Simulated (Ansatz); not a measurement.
# Be3Br: the cost of one run

Method: DFT PBE, scalar-relativistic, plane waves, PAW, in Ansatz 0.2.0.

## 1. The structure to begin with

It takes space group P1 (No. 1, triclinic). Conventional cell: a = 3.766 Å, b = 4.307 Å, c = 4.426 Å, α = 67.46°, β = 77.09°, γ = 88.33°. Be (site symmetry 1) has 1 Be at 1.33 Å and 1 Br at 1.68 Å as nearest neighbours. Be (site symmetry 1) is surrounded by 1 Be at 1.33 Å and 1 Br at 1.87 Å. Around Be (site symmetry 1) lie 1 Br at 1.63 Å. Br (site symmetry 1) has 4 Be at 1.63 to 2.05 Å as nearest neighbours.

Coordinates:

```cif
data_structure
_symmetry_space_group_name_H-M 'P 1'
_symmetry_Int_Tables_number 1
_cell_length_a 4.4258
_cell_length_b 3.7660
_cell_length_c 4.3070
_cell_angle_alpha 91.667
_cell_angle_beta 112.535
_cell_angle_gamma 77.094
_cell_volume 64.50
loop_
_atom_site_label
_atom_site_type_symbol
_atom_site_fract_x
_atom_site_fract_y
_atom_site_fract_z
_atom_site_occupancy
Be1 Be 0.19285 0.82787 0.43750 1
Be2 Be 0.92457 0.82225 0.50582 1
Be3 Be 0.32425 0.19786 0.84808 1
Br1 Br 0.03145 0.26753 0.47115 1
```

This is candidate A: random cell without symmetry.

## 2. Rough relaxation on the coarse mesh (candidate A)

input.yaml

```yaml
crystal:
  lattice:
    - [4.4257631655, 0.0, 0.0]
    - [0.8411615426, 3.6708122917, 0.0]
    - [-1.650672147, 0.2496846643, 3.9703114513]
  atoms:
    - { symbol: Be, position: [0.1928525707, 0.8278669825, 0.437504812] }
    - { symbol: Be, position: [0.9245746447, 0.8222524052, 0.5058152866] }
    - { symbol: Be, position: [0.3242547689, 0.1978645026, 0.8480820442] }
    - { symbol: Br, position: [0.0314464673, 0.2675318237, 0.4711515265] }
basis:
  ecutwfc: 420
kpoints:
  mp_grid: { grid: [4, 6, 4] }
hamiltonian:
  xc: pbe
scf:
  occupations: { method: gaussian, width: 0.1 }
  lower_state_search: "off"
output:
  forces: true
  stress: true
  eigenvalues: true
relax:
  adjacent_minimum: "off"
  f_tol: 0.04
  max_steps: 70
  cell: { stress_tol: 0.4 }
```

Started as:

```console
$ ansatz run input.yaml --threads 1 --pin off --max-ram 2560MiB --backend cpu --events-out ev --progress --plain --runs-dir out
```

Q: Estimate wall time and peak memory on 1 thread of Arm Neoverse V1, shared host.

About 2.5 min, with a peak of 0.35 GiB.
